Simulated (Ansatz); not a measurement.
**Cl2H2O2Sn: small, medium and large basis sets**

An exercise on one series of results from a longer session: the logs are not shown, and one member is left open.

Method: one geometry, several basis sets; program: Ansatz 0.2.0, Gaussian basis.

Plan: PBE0-D4/def2-SVP; ωB97M-V/def2-SVP; PBE0-D4/def2-QZVPP; ωB97M-V/def2-QZVPP; the functionals' def2-TZVPP values are taken from earlier runs.

## The geometry

The geometry comes from an earlier relaxation with PBE0-D4 in a triple-zeta def2 set; it is a stationary point, not always the lowest conformer. Sn takes the def2 core potential; no spin-orbit term is included.

SMILES `[OH][Sn]([OH])([Cl])[Cl]`, 7 atoms, charge 0, spin multiplicity 1.

Atoms are counted from 1 here; the program's logs count them from 0.

Bond lengths: O1–Sn2 1.938 Å, O1–H6 0.962 Å, Sn2–O3 1.931 Å, Sn2–Cl4 2.289 Å, Sn2–Cl5 2.301 Å, O3–H7 0.963 Å. Angles: Sn2–O1–H6 113.6°, O1–Sn2–O3 106.3°, O1–Sn2–Cl4 112.7°, O1–Sn2–Cl5 109.3°, O3–Sn2–Cl4 108.1°, O3–Sn2–Cl5 112.2°, Cl4–Sn2–Cl5 108.2°, Sn2–O3–H7 111.6°.

The first run:

The input, in.yaml:

```yaml
crystal:
  periodic: [false, false, false]
  atoms:
    - {symbol: O, position_ang: [-1.077603, 0.059080, 1.210040]}
    - {symbol: Sn, position_ang: [0.011690, 0.028840, -0.393172]}
    - {symbol: O, position_ang: [1.509736, -1.126977, -0.009546]}
    - {symbol: Cl, position_ang: [-1.101737, -0.825392, -2.201872]}
    - {symbol: Cl, position_ang: [0.673816, 2.173524, -0.901622]}
    - {symbol: H, position_ang: [-1.588494, 0.867229, 1.312592]}
    - {symbol: H, position_ang: [1.633793, -1.244403, 0.937780]}
basis:
  gaussian: {orbitals: def2-SVP}
hamiltonian: {xc: pbe0, dispersion: d4}
output: {orbitals: {seedname: orbitals}}
```

On the command line:

```sh
$ ansatz run in.yaml --threads 4 --pin off --events-out ev --progress --plain --max-ram 10444MiB
```

Among the steps run: PBE0-D4 in def2-SVP; ωB97M-V in def2-SVP; PBE0-D4 in def2-QZVPP; ωB97M-V in def2-QZVPP.

One of the session's tables, all rows but one given; the rest of the session is left out.

It belongs to the step «Functionals by basis». 

```
functional       basis  HOMO (eV)  LUMO (eV)
   PBE0-D4    def2-SVP          ?          ?
   PBE0-D4  def2-TZVPP      -9.47      -2.41
   PBE0-D4  def2-QZVPP      -9.50      -2.47
   ωB97M-V    def2-SVP     -11.51      -0.06
   ωB97M-V  def2-TZVPP     -11.78      -0.37
   ωB97M-V  def2-QZVPP     -11.82      -0.51
```

**Question.** Estimate the row for PBE0-D4, def2-SVP.

**Answer.** HOMO (eV): -9.23; LUMO (eV): -2.21. In the column «HOMO (eV)» it is the highest.
